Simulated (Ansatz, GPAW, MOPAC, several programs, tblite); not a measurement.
## SiSSe (Janus 2H monolayer) from semi-empirical methods to plane-wave DFT

SiSSe (Janus 2H monolayer), relaxed with r2SCAN in Ansatz, was computed with several methods. In-plane lattice: a = 3.335 Å, b = 3.335 Å, γ = 120.0°; thickness between the outer nuclei 3.01 Å. Si has 3 S at 2.40 Å and 3 Se at 2.49 Å; S has 3 Si at 2.40 Å; Se has 3 Si at 2.49 Å. Computed, not measured; no magnetism was allowed, and whether the structure is a known phase isn't checked.

```
CELL_PARAMETERS angstrom
3.33467 0.00000 0.00000
-1.66733 2.88791 0.00000
0.00000 0.00000 29.57198
ATOMIC_POSITIONS crystal
Si 0.33333 0.66667 0.30611
S 0.66667 0.33333 0.35441
Se 0.66667 0.33333 0.25250
```
Periodic in the plane only; c spans the vacuum.

Gaps and times are for a single point on this cell. Times are rough, from shared hosts (Arm Neoverse V1), and each method has its own mesh and cell size. PM6 (MOPAC), PM7 (MOPAC), GFN1-xTB (tblite), GFN2-xTB (tblite) treat a cluster of cells at its zone centre, which samples few k points: where these miss a band edge, the gap comes out too large for that reason alone. Gaps from k meshes are read at a limited set of points (mesh, symmetry points, PBE's band edges), so each method's own least gap may be somewhat smaller. xTB and the PM methods were fitted mostly to molecules, and can miss a solid's gap by electronvolts. Minimal bases can be far off for gaps. d marks a direct gap, i an indirect one (no mark: not told apart), a dash a value that wasn't computed or didn't pass its checks.

```csv
method,kind,gap (eV),atoms computed,processor time
GFN1-xTB (tblite),tight binding,2.92,27,1 s
GFN2-xTB (tblite),tight binding,0.94,27,1.3 s
PM6 (MOPAC),semi-empirical,3.88,27,2.2 s
light PBE (260 eV and a coarse mesh),light plane-wave,overlap 0.47,3,3.4 s
PM7 (MOPAC),semi-empirical,4.16,27,4 s
PBE/single zeta (GPAW),small basis,overlap 0.29,3,6.1 s
PBE,semilocal,overlap 0.48,3,12 s
r2SCAN,semilocal,overlap 0.28,3,33 s
```

With PBE and r2SCAN the bands overlap or touch, or nearly. Semilocal functionals can close a real gap, so this doesn't show a metal; small gaps of other methods may in turn close between the points read or with spin-orbit coupling, and the solid may be a semimetal.

Spin-orbit coupling is left out.
